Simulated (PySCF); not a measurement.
# Si3PH9: a tour of settings, part 1 of 2

Which settings matter for Si3PH9 (`[SiH3]P([SiH3])[SiH3]`)?

Programs: PySCF 2.14.0, with density-fitted response routines of our own. Each step states its level of theory. These are calculated values for one molecule, in the gas phase or a continuum, unless marked as measured. Atoms count from 0, in the outputs and in this text.

## Step 1: Starting geometry

13 atoms, charge 0, multiplicity 1; geometry from: GFN2-xTB.

Bonds of the start (Å): Si0–P1 2.22, P1–Si2 2.22, P1–Si3 2.22, Si0–H4 1.46, Si0–H5 1.47, Si0–H6 1.46, Si2–H7 1.46, Si2–H8 1.46, Si2–H9 1.47, Si3–H10 1.46, Si3–H11 1.46, Si3–H12 1.47.

## Step 2: TDDFT and polarisability: KT2/def2-SVP in dichloromethane

The job: settings as JSON, then the geometry in Å.

```
{"job": {"kind": "uv", "xc": "KT2", "basis": "def2-SVP", "solvent": "dichloromethane", "nstates": 1, "ntriplets": 2, "tda": true, "scf": {"guess": "vsap"}}, "charge": 0, "multiplicity": 1}
Si    -0.671970     1.766937    -0.563952
P      0.240310    -0.233725    -0.887914
Si     1.928357    -0.220471     0.557567
Si    -1.219318    -1.583741     0.105421
H      0.297337     2.753134    -1.034811
H     -0.989084     2.022638     0.844506
H     -1.898580     1.803178    -1.356099
H      2.884773     0.775302     0.080291
H      2.504783    -1.562741     0.544657
H      1.505281     0.118891     1.919846
H     -0.630898    -2.920752     0.095202
H     -2.445502    -1.533709    -0.687051
H     -1.509878    -1.184454     1.486016
```

With the program's defaults for keys left out, this is: TDA KT2/def2-SVP, vertical, IEF-PCM dichloromethane (non-equilibrium linear response), core orbitals frozen in the response.

Command:

```bash
$ OMP_NUM_THREADS=1 python probes_run.py task.json out
```

This one command runs all jobs of the session in turn.

Log:

```text
final grid: 96056 points
cycle   1  E = -1224.5220298616  dE =  1.335e-01  |g| = 1.361e+00  |ddm| = 5.235e+00
cycle   2  E = -1223.7683755249  dE =  7.537e-01  |g| = 2.064e+00  |ddm| = 5.937e+00
cycle   3  E = -1225.3115513902  dE = -1.543e+00  |g| = 1.906e-01  |ddm| = 3.245e+00
cycle   4  E = -1225.3174370208  dE = -5.886e-03  |g| = 1.535e-01  |ddm| = 5.176e-01
cycle   5  E = -1225.3263518566  dE = -8.915e-03  |g| = 1.661e-02  |ddm| = 2.705e-01
cycle   6  E = -1225.3264634066  dE = -1.115e-04  |g| = 2.510e-03  |ddm| = 3.440e-02
cycle   7  E = -1225.3264661342  dE = -2.728e-06  |g| = 5.451e-04  |ddm| = 5.297e-03
cycle   8  E = -1225.3264662565  dE = -1.223e-07  |g| = 6.405e-05  |ddm| = 9.181e-04
cycle   9  E = -1225.3264662584  dE = -1.841e-09  |g| = 1.202e-05  |ddm| = 1.273e-04
cycle  10  E = -1225.3264662584  dE = -5.934e-11  |g| = 5.296e-06  |ddm| = 2.726e-05
converged SCF energy = -1225.3264662584

Static polarisability (au): isotropic 134.656, principal 111.689 146.113 146.165

Singlet excitations
state   eV       nm        f      main configurations
  1   5.4196    228.8   0.01158   H->L 0.99

Triplet excitations (Tamm-Dancoff, eV): 5.0888 5.3375
```

It took 6.3 s on 1 thread of Arm Neoverse V2, shared host; peak memory 0.61 GiB.

The orbitals next to the gap, with their largest atomic shares:

```tsv
orbital	eV	atoms
HOMO−3	-8.48	Si2 14 %, Si0 14 %, Si3 14 %
HOMO−2	-7.52	P1 33 %, Si3 23 %, Si0 12 %
HOMO−1	-7.52	P1 33 %, Si2 22 %, Si0 16 %
HOMO	-5.99	P1 71 %, Si0 5 %, Si3 5 %
LUMO	-0.72	Si3 23 %, Si0 23 %, Si2 23 %
LUMO+1	-0.53	Si3 26 %, Si2 25 %, Si0 14 %
LUMO+2	-0.53	Si0 29 %, Si2 18 %, Si3 17 %
```

With each of the 1 states as a Gaussian band of 0.4 eV half-width at 1/e, the curve within the window shown has maxima at 229 nm (ε 470) L/(mol cm). Beyond the last state computed it falls off for lack of states. The curve at chosen wavelengths:

```json
{"nm": "217", "ε (L/mol/cm)": "267"}
{"nm": "219", "ε (L/mol/cm)": "320"}
{"nm": "220", "ε (L/mol/cm)": "345"}
{"nm": "222", "ε (L/mol/cm)": "391"}
{"nm": "223", "ε (L/mol/cm)": "410"}
{"nm": "225", "ε (L/mol/cm)": "442"}
{"nm": "227", "ε (L/mol/cm)": "462"}
{"nm": "228", "ε (L/mol/cm)": "467"}
{"nm": "230", "ε (L/mol/cm)": "467"}
{"nm": "231", "ε (L/mol/cm)": "462"}
{"nm": "233", "ε (L/mol/cm)": "444"}
{"nm": "235", "ε (L/mol/cm)": "416"}
{"nm": "236", "ε (L/mol/cm)": "399"}
{"nm": "238", "ε (L/mol/cm)": "360"}
{"nm": "239", "ε (L/mol/cm)": "340"}
{"nm": "241", "ε (L/mol/cm)": "297"}
{"nm": "243", "ε (L/mol/cm)": "255"}
{"nm": "244", "ε (L/mol/cm)": "234"}
{"nm": "246", "ε (L/mol/cm)": "195"}
{"nm": "247", "ε (L/mol/cm)": "177"}
{"nm": "249", "ε (L/mol/cm)": "143"}
{"nm": "251", "ε (L/mol/cm)": "114"}
{"nm": "252", "ε (L/mol/cm)": "101"}
{"nm": "254", "ε (L/mol/cm)": "79"}
{"nm": "255", "ε (L/mol/cm)": "69"}
{"nm": "257", "ε (L/mol/cm)": "53"}
```

Ground-state properties from the same run:

```tsv
property	computed
dipole moment (D)	0.97
polarisability (Å³)	19.95
HOMO–LUMO gap (eV)	5.26
−ε(HOMO) (eV)	5.99
```

## Step 3: NMR shieldings: mPW1PW91/pcSseg-1 in chloroform

The job, as its differences from that of step 2:

```diff
@@ -1,2 +1,2 @@
-{"job": {"kind": "uv", "xc": "KT2", "basis": "def2-SVP", "solvent": "dichloromethane", "nstates": 1, "ntriplets": 2, "tda": true, "scf": {"guess": "vsap"}}, "charge": 0, "multiplicity": 1}
+{"job": {"kind": "nmr", "xc": "mPW1PW91", "basis": "pcSseg-1", "solvent": "chloroform", "pop": true}, "charge": 0, "multiplicity": 1}
 Si    -0.671970     1.766937    -0.563952
```

Level: GIAO mPW1PW91/pcSseg-1 NMR shielding, non-relativistic, IEF-PCM chloroform.

Log:

```text
coarse grid: 12080 points
cycle   1  E = -1215.2266460428  dE = -1.179e-01  |g| = 1.731e-01  |ddm| = 3.166e+00
cycle   2  E = -1215.2309101312  dE = -4.264e-03  |g| = 1.265e-01  |ddm| = 4.383e-01
cycle   3  E = -1215.2350366580  dE = -4.127e-03  |g| = 2.679e-02  |ddm| = 2.048e-01
cycle   4  E = -1215.2352112609  dE = -1.746e-04  |g| = 5.647e-03  |ddm| = 4.229e-02
cycle   5  E = -1215.2352187313  dE = -7.470e-06  |g| = 1.511e-03  |ddm| = 1.116e-02
final grid: 96056 points
cycle   6  E = -1215.2530224372  dE = -9.216e-06  |g| = 1.039e-03  |ddm| = 1.365e-02
cycle   7  E = -1215.2530225445  dE = -1.073e-07  |g| = 6.772e-04  |ddm| = 2.304e-03
cycle   8  E = -1215.2530226580  dE = -1.135e-07  |g| = 8.433e-05  |ddm| = 9.788e-04
cycle   9  E = -1215.2530226602  dE = -2.256e-09  |g| = 2.733e-05  |ddm| = 1.613e-04
cycle  10  E = -1215.2530226605  dE = -2.522e-10  |g| = 7.237e-06  |ddm| = 5.230e-05
converged SCF energy = -1215.2530226605

GIAO shielding tensors (ppm)
atom      isotropic    diamagn.    paramagn.     s11        s22        s33       span
  0 Si     424.383     880.736    -456.353    384.688    422.990    465.472     80.784
  1 P      690.864     972.203    -281.339    641.724    715.393    715.474     73.751
  2 Si     424.361     880.709    -456.348    384.579    422.901    465.602     81.024
  3 Si     424.375     880.720    -456.345    384.581    423.106    465.437     80.856
  4 H       27.648      29.779      -2.131     23.757     25.262     33.925     10.168
  5 H       27.754      29.867      -2.114     23.954     25.898     33.409      9.455
  6 H       27.648      29.780      -2.132     23.754     25.259     33.931     10.177
  7 H       27.647      29.750      -2.103     23.757     25.260     33.926     10.169
  8 H       27.646      29.748      -2.101     23.755     25.257     33.928     10.173
  9 H       27.754      29.832      -2.079     23.956     25.896     33.410      9.454
 10 H       27.645      29.758      -2.112     23.753     25.258     33.925     10.172
 11 H       27.644      29.759      -2.115     23.752     25.257     33.924     10.172
 12 H       27.752      29.846      -2.093     23.952     25.898     33.407      9.454
```

It took 11 s on 1 thread of Arm Neoverse V2, shared host; peak memory 0.74 GiB.

The references, computed at this level on geometries of the same kind, shield at (ppm): ¹H TMS 31.75, ²⁹Si TMS 347.7. Their shielding less the atom's gives the shift. The references are single molecules in the same continuum. Atoms listed in one row are averaged.

```tsv
atoms	environment	σ (ppm)	δ (ppm)
H4, H5, H6, H7, H8 and 4 more	hydrogen on a silicon bonded to P	27.68	4.06
Si0, Si2, Si3	silicon bonded to P, 3 H	424.4	-76.6
P1	phosphorus bonded to 3 Si	690.9	–
```

Charges from the same density, by scheme (e):

```tsv
atoms	Mulliken	IAO	Hirshfeld	ESP fit
Si0, Si2, Si3	0.37	0.44	0.26	0.33
P1	-0.63	-0.37	-0.14	-0.47
```

Mayer bond orders: Si0–P1 0.91, P1–Si2 0.91, P1–Si3 0.91.

## Step 4: Spin-spin couplings: PBE0/aug-pcSseg-1

The job, as its differences from that of step 3:

```diff
@@ -1,2 +1,2 @@
-{"job": {"kind": "nmr", "xc": "mPW1PW91", "basis": "pcSseg-1", "solvent": "chloroform", "pop": true}, "charge": 0, "multiplicity": 1}
+{"job": {"kind": "j", "xc": "PBE0", "basis": "aug-pcSseg-1", "grid": 4}, "charge": 0, "multiplicity": 1}
 Si    -0.671970     1.766937    -0.563952
```

With the program's defaults for keys left out, this is: PBE0/aug-pcSseg-1 indirect spin-spin coupling, non-relativistic, gas phase.

Log:

```text
coarse grid: 12080 points
cycle   1  E = -1214.6727505499  dE = -1.178e-01  |g| = 1.829e-01  |ddm| = 3.700e+00
cycle   2  E = -1214.6753582777  dE = -2.608e-03  |g| = 1.439e-01  |ddm| = 8.048e-01
cycle   3  E = -1214.6810040950  dE = -5.646e-03  |g| = 3.947e-02  |ddm| = 3.924e-01
cycle   4  E = -1214.6814730239  dE = -4.689e-04  |g| = 6.251e-03  |ddm| = 1.100e-01
cycle   5  E = -1214.6814834320  dE = -1.041e-05  |g| = 1.359e-03  |ddm| = 2.261e-02
cycle   6  E = -1214.6814841676  dE = -7.355e-07  |g| = 2.059e-04  |ddm| = 4.474e-03
final grid: 257200 points
cycle   7  E = -1214.7025600969  dE = -1.258e-05  |g| = 2.565e-03  |ddm| = 5.558e-02
cycle   8  E = -1214.7025595708  dE =  5.261e-07  |g| = 2.669e-03  |ddm| = 1.078e-02
cycle   9  E = -1214.7025616406  dE = -2.070e-06  |g| = 2.768e-04  |ddm| = 6.322e-03
cycle  10  E = -1214.7025616649  dE = -2.430e-08  |g| = 4.533e-05  |ddm| = 9.147e-04
cycle  11  E = -1214.7025616656  dE = -7.421e-10  |g| = 1.008e-05  |ddm| = 1.978e-04
converged SCF energy = -1214.7025616656

Indirect spin-spin couplings (Hz)
  i      j    bonds     total        FC       PSO       DSO        SD
  0 Si   1 P    1     32.806    30.863     9.109    -0.096    -7.071
  0 Si   2 Si   2     -4.583    -4.488    -0.016    -0.002    -0.077
  0 Si   3 Si   2     -4.567    -4.471    -0.017    -0.002    -0.077
  0 Si   4 H    1   -196.965  -197.100     0.679    -0.216    -0.327
  0 Si   5 H    1   -190.948  -191.083     0.676    -0.228    -0.314
  0 Si   6 H    1   -196.906  -197.042     0.680    -0.216    -0.327
  0 Si   7 H    3     -0.592    -0.653     0.021    -0.005     0.044
  0 Si   8 H    3     -9.121    -9.266    -0.110     0.262    -0.008
  0 Si   9 H    3     -3.027    -3.063     0.020    -0.029     0.045
  0 Si  10 H    3     -9.118    -9.263    -0.110     0.262    -0.008
  0 Si  11 H    3     -0.591    -0.652     0.021    -0.005     0.044
  0 Si  12 H    3     -3.031    -3.066     0.020    -0.029     0.045
  1 P    2 Si   1     32.916    30.947     9.126    -0.096    -7.062
  1 P    3 Si   1     32.819    30.875     9.110    -0.096    -7.071
  1 P    4 H    2     22.794    22.948    -0.052    -0.148     0.046
  1 P    5 H    2     -1.057    -0.697     0.011    -0.258    -0.113
  1 P    6 H    2     22.990    23.145    -0.054    -0.148     0.047
  1 P    7 H    2     22.833    22.987    -0.052    -0.149     0.047
  1 P    8 H    2     22.891    23.045    -0.053    -0.148     0.047
  1 P    9 H    2     -1.090    -0.730     0.012    -0.259    -0.113
  1 P   10 H    2     22.873    23.027    -0.053    -0.148     0.047
  1 P   11 H    2     22.877    23.031    -0.053    -0.148     0.047
  1 P   12 H    2     -1.061    -0.700     0.010    -0.258    -0.113
  2 Si   3 Si   2     -4.576    -4.481    -0.016    -0.002    -0.077
  2 Si   4 H    3     -0.601    -0.661     0.021    -0.005     0.044
  2 Si   5 H    3     -3.013    -3.049     0.020    -0.029     0.044
  2 Si   6 H    3     -9.126    -9.270    -0.110     0.262    -0.008
  2 Si   7 H    1   -196.874  -197.009     0.678    -0.216    -0.327
  2 Si   8 H    1   -196.850  -196.985     0.678    -0.216    -0.327
  2 Si   9 H    1   -190.878  -191.013     0.676    -0.228    -0.313
  2 Si  10 H    3     -0.578    -0.639     0.021    -0.005     0.044
  2 Si  11 H    3     -9.128    -9.272    -0.110     0.262    -0.008
  2 Si  12 H    3     -3.046    -3.081     0.020    -0.029     0.045
  3 Si   4 H    3     -9.109    -9.253    -0.110     0.262    -0.008
  3 Si   5 H    3     -3.052    -3.088     0.020    -0.029     0.045
  3 Si   6 H    3     -0.574    -0.635     0.021    -0.004     0.044
  3 Si   7 H    3     -9.112    -9.257    -0.110     0.262    -0.008
  3 Si   8 H    3     -0.573    -0.634     0.021    -0.004     0.044
  3 Si   9 H    3     -3.054    -3.089     0.020    -0.029     0.045
  3 Si  10 H    1   -197.002  -197.138     0.679    -0.216    -0.327
  3 Si  11 H    1   -196.866  -197.001     0.678    -0.216    -0.327
  3 Si  12 H    1   -190.993  -191.127     0.676    -0.228    -0.314
  4 H    5 H    2      0.710     1.746     0.925    -1.961         -
  4 H    6 H    2     -2.790    -1.631     1.011    -2.170         -
  4 H    7 H    4      0.533     0.036    -0.417     0.914         -
  4 H    8 H    4     -0.923    -0.323     0.524    -1.124         -
  4 H    9 H    4     -0.214    -0.097     0.147    -0.264         -
  4 H   10 H    4      3.484     4.158     0.618    -1.292         -
  4 H   11 H    4     -0.926    -0.326     0.525    -1.125         -
  4 H   12 H    4     -0.876    -0.315     0.499    -1.061         -
  5 H    6 H    2      0.705     1.740     0.925    -1.960         -
  5 H    7 H    4     -0.216    -0.097     0.148    -0.267         -
  5 H    8 H    4     -0.882    -0.320     0.500    -1.063         -
  5 H    9 H    4      0.773     0.171    -0.520     1.122         -
  5 H   10 H    4     -0.876    -0.314     0.500    -1.062         -
  5 H   11 H    4     -0.213    -0.097     0.146    -0.262         -
  5 H   12 H    4      0.776     0.170    -0.523     1.129         -
  6 H    7 H    4     -0.925    -0.325     0.524    -1.124         -
  6 H    8 H    4      3.488     4.163     0.618    -1.292         -
  6 H    9 H    4     -0.880    -0.317     0.501    -1.064         -
  6 H   10 H    4     -0.928    -0.328     0.524    -1.124         -
  6 H   11 H    4      0.538     0.044    -0.415     0.909         -
  6 H   12 H    4     -0.217    -0.097     0.149    -0.268         -
  7 H    8 H    2     -2.816    -1.659     1.010    -2.166         -
  7 H    9 H    2      0.680     1.713     0.924    -1.957         -
  7 H   10 H    4     -0.930    -0.329     0.525    -1.125         -
  7 H   11 H    4      3.489     4.163     0.618    -1.292         -
  7 H   12 H    4     -0.873    -0.312     0.500    -1.061         -
  8 H    9 H    2      0.690     1.724     0.924    -1.958         -
  8 H   10 H    4      0.524     0.030    -0.415     0.909         -
  8 H   11 H    4     -0.931    -0.330     0.524    -1.125         -
  8 H   12 H    4     -0.215    -0.097     0.148    -0.267         -
  9 H   10 H    4     -0.214    -0.097     0.147    -0.265         -
  9 H   11 H    4     -0.874    -0.312     0.500    -1.062         -
  9 H   12 H    4      0.788     0.184    -0.522     1.127         -
 10 H   11 H    2     -2.783    -1.624     1.011    -2.169         -
 10 H   12 H    2      0.736     1.772     0.926    -1.962         -
 11 H   12 H    2      0.699     1.734     0.925    -1.959         -
```

Run time: 46 s. Hardware: 1 thread of Arm Neoverse V2, shared host; peak memory 0.9 GiB.

The basis is not made for couplings: without tight functions at the nuclei these values are rough.

A choice of the couplings up to four bonds, sorted by the number of bonds, with means over like pairs; isotopes 1H, 31P, 29Si:

```tsv
pair	bonds	J (Hz)	Fermi contact (Hz)
Si0–H4	1	-194.9	-195.1
Si0–P1	1	32.8	30.9
P1–H4	2	14.9	15.1
Si0–Si2	2	-4.6	-4.5
Si0–H7	3	-4.2	-4.3
```

The spin-dipole term was solved for some atoms only; pairs without it lack that part.

Shifts (mPW1PW91/pcSseg-1, unscaled) and these couplings together give the proton spectrum at 400 MHz below.

¹H NMR δ 4.06 (d, J = 14.9 Hz, 9H).

## Step 5: Excited states and response: HCTH407/cc-pVDZ

The job, as its differences from that of step 4:

```diff
@@ -1,2 +1,2 @@
-{"job": {"kind": "j", "xc": "PBE0", "basis": "aug-pcSseg-1", "grid": 4}, "charge": 0, "multiplicity": 1}
+{"job": {"kind": "uv", "xc": "HCTH407", "basis": "cc-pVDZ", "nstates": 3, "ntriplets": 0, "tda": false, "scf": {"aux": "def2-qzvpp-jkfit"}}, "charge": 0, "multiplicity": 1}
 Si    -0.671970     1.766937    -0.563952
```

Level: TDDFT HCTH407/cc-pVDZ, vertical, gas phase, core orbitals frozen in the response.

Log:

```text
final grid: 96056 points
cycle   1  E = -1215.3675552175  dE = -5.962e-02  |g| = 2.098e-01  |ddm| = 6.534e+00
cycle   2  E = -1215.3684807031  dE = -9.255e-04  |g| = 2.115e-01  |ddm| = 1.546e+00
cycle   3  E = -1215.3839720312  dE = -1.549e-02  |g| = 6.956e-02  |ddm| = 7.192e-01
cycle   4  E = -1215.3860394669  dE = -2.067e-03  |g| = 7.120e-03  |ddm| = 1.854e-01
cycle   5  E = -1215.3860608682  dE = -2.140e-05  |g| = 2.581e-03  |ddm| = 2.137e-02
cycle   6  E = -1215.3860636768  dE = -2.809e-06  |g| = 6.161e-04  |ddm| = 6.455e-03
cycle   7  E = -1215.3860638348  dE = -1.580e-07  |g| = 1.213e-04  |ddm| = 2.048e-03
cycle   8  E = -1215.3860638404  dE = -5.566e-09  |g| = 1.442e-05  |ddm| = 4.833e-04
cycle   9  E = -1215.3860638405  dE = -9.732e-11  |g| = 1.277e-06  |ddm| = 5.130e-05
converged SCF energy = -1215.3860638405

Static polarisability (au): isotropic 102.233, principal 82.891 111.899 111.910

Singlet excitations
state   eV       nm        f      main configurations
  1   5.4612    227.0   0.01330   H->L 0.99
  2   5.5795    222.2   0.00009   H->L+1 0.99
  3   5.5806    222.2   0.00010   H->L+2 0.99
```

Run time: 8.6 s. Hardware: 1 thread of Arm Neoverse V2, shared host; peak memory 0.51 GiB.

Key values: HOMO -6.05 eV, LUMO -0.71 eV; lowest singlet 5.46 eV.

(Continued in part 2 of 2.)
